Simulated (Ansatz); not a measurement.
# CH5FMoN2O: up Jacob's ladder to CCSD(T)

An exercise on one series of results from a longer session: the logs are not shown, and one member is left open.

The runs use Ansatz 0.2.0, Gaussian basis; functionals in def2-TZVPP, the program's frozen cores in correlated methods.

The runs, in order: LDA (SPW92), PBE-D4, revPBE-D4, BLYP-D4, r2SCAN-D4, B97M-V, PBE0-D4, B3LYP-D4, r2SCANh-D4, r2SCAN0-D4, HSE06-D4, BHLYP-D4, CAM-B3LYP-D4, LC-ωPBE, ωB97X-V, ωB97M-V, B2PLYP, PBE-QIDH; CCSD(T)/def2-SVP; CCSD(T)/def2-TZVPP; MP2/def2-QZVPP; extrapolation to the limit; RPA on PBE.

**Structure used throughout**

The geometry comes from an earlier relaxation with PBE0-D4 in a triple-zeta def2 set; it is a stationary point, not always the lowest conformer. Mo takes the def2 core potential; no spin-orbit term is included.

11 atoms, charge 0, spin multiplicity 1.

Atoms are counted from 1 here; the program's logs count them from 0.

Bond lengths: C1–O2 1.403 Å, C1–H7 1.094 Å, C1–H8 1.093 Å, C1–H9 1.094 Å, O2–Mo3 1.860 Å, Mo3–N4 1.720 Å, Mo3–N5 1.725 Å, Mo3–F6 1.867 Å, N4–H10 1.009 Å, N5–H11 1.012 Å. Angles: O2–C1–H7 109.7°, O2–C1–H8 108.7°, O2–C1–H9 111.4°, H7–C1–H8 108.7°, H7–C1–H9 109.2°, H8–C1–H9 109.1°, C1–O2–Mo3 134.7°, O2–Mo3–N4 108.6°, O2–Mo3–N5 107.6°, O2–Mo3–F6 112.6°, N4–Mo3–N5 109.5°, N4–Mo3–F6 109.4°, N5–Mo3–F6 109.1°, Mo3–N4–H10 159.0°, Mo3–N5–H11 150.1°.

Coordinates:

```tsv
atom	x (Å)	y (Å)	z (Å)
C1	0.6006	-1.8736	0.2147
O2	0.9776	-0.5284	0.0818
Mo3	0.0819	1.0981	0.1920
N4	0.2362	1.9136	-1.3141
N5	-1.5818	0.7567	0.4934
F6	0.7397	2.1871	1.5589
H7	0.5589	-2.3443	-0.7721
H8	1.3520	-2.3905	0.8179
H9	-0.3754	-1.9683	0.7005
H10	-0.0365	2.3362	-2.1891
H11	-2.5531	0.8134	0.2162
```

Set-up of the first run:

in.yaml reads:

```yaml
crystal:
  periodic: [false, false, false]
  atoms:
    - {symbol: C, position_ang: [0.600597, -1.873615, 0.214735]}
    - {symbol: O, position_ang: [0.977593, -0.528355, 0.081770]}
    - {symbol: Mo, position_ang: [0.081906, 1.098126, 0.191955]}
    - {symbol: N, position_ang: [0.236201, 1.913582, -1.314105]}
    - {symbol: N, position_ang: [-1.581763, 0.756666, 0.493370]}
    - {symbol: F, position_ang: [0.739695, 2.187101, 1.558947]}
    - {symbol: H, position_ang: [0.558870, -2.344292, -0.772132]}
    - {symbol: H, position_ang: [1.351953, -2.390464, 0.817897]}
    - {symbol: H, position_ang: [-0.375437, -1.968315, 0.700480]}
    - {symbol: H, position_ang: [-0.036515, 2.336192, -2.189122]}
    - {symbol: H, position_ang: [-2.553090, 0.813353, 0.216195]}
basis:
  gaussian: {orbitals: def2-TZVPP}
hamiltonian: {xc: lda}
output: {orbitals: {seedname: orbitals}}
```

The run is started by

```bash
> ansatz run in.yaml --threads 4 --pin off --events-out ev --progress --plain --max-ram 11315MiB
```

Among the steps run: LDA; PBE-D4 (GGA); revPBE-D4 (GGA); BLYP-D4 (GGA); r2SCAN-D4 (meta-GGA); B97M-V (meta-GGA); PBE0-D4 (hybrid); B3LYP-D4 (hybrid); r2SCANh-D4 (hybrid); r2SCAN0-D4 (hybrid); HSE06-D4 (hybrid); BHLYP-D4 (hybrid); CAM-B3LYP-D4 (range-separated); LC-ωPBE (range-separated); ωB97X-V (range-separated); ωB97M-V (range-separated); B2PLYP (double hybrid); PBE-QIDH (double hybrid).

One table of the session follows, with a row left open; its other results are not shown here.

It belongs to the step «Orbital energies across the functionals». 

```
  functional  HOMO (eV)  LUMO (eV)  gap (eV)
 LDA (SPW92)      -6.59      -2.48      4.11
      PBE-D4      -6.40      -2.26      4.14
   revPBE-D4      -6.33      -2.17      4.16
     BLYP-D4      -6.28      -2.17      4.11
   r2SCAN-D4      -6.70      -2.20      4.50
      B97M-V      -6.76      -2.18      4.59
     PBE0-D4          ?          ?         ?
    B3LYP-D4      -7.56      -1.74      5.82
  r2SCANh-D4      -7.22      -1.92      5.30
  r2SCAN0-D4      -8.01      -1.48      6.53
    HSE06-D4      -7.39      -1.89      5.50
    BHLYP-D4      -9.09      -0.63      8.46
CAM-B3LYP-D4      -9.16      -0.46      8.70
     LC-ωPBE     -10.45       0.70     11.15
     ωB97X-V     -10.12       0.62     10.74
     ωB97M-V     -10.05       0.55     10.59
```

Q: Estimate the row for PBE0-D4 from the others.

**Answer.** HOMO (eV): -7.79; LUMO (eV): -1.51; gap (eV): 6.28. In the column «HOMO (eV)» it lies between r2SCAN0-D4 (-8.01) and B3LYP-D4 (-7.56).
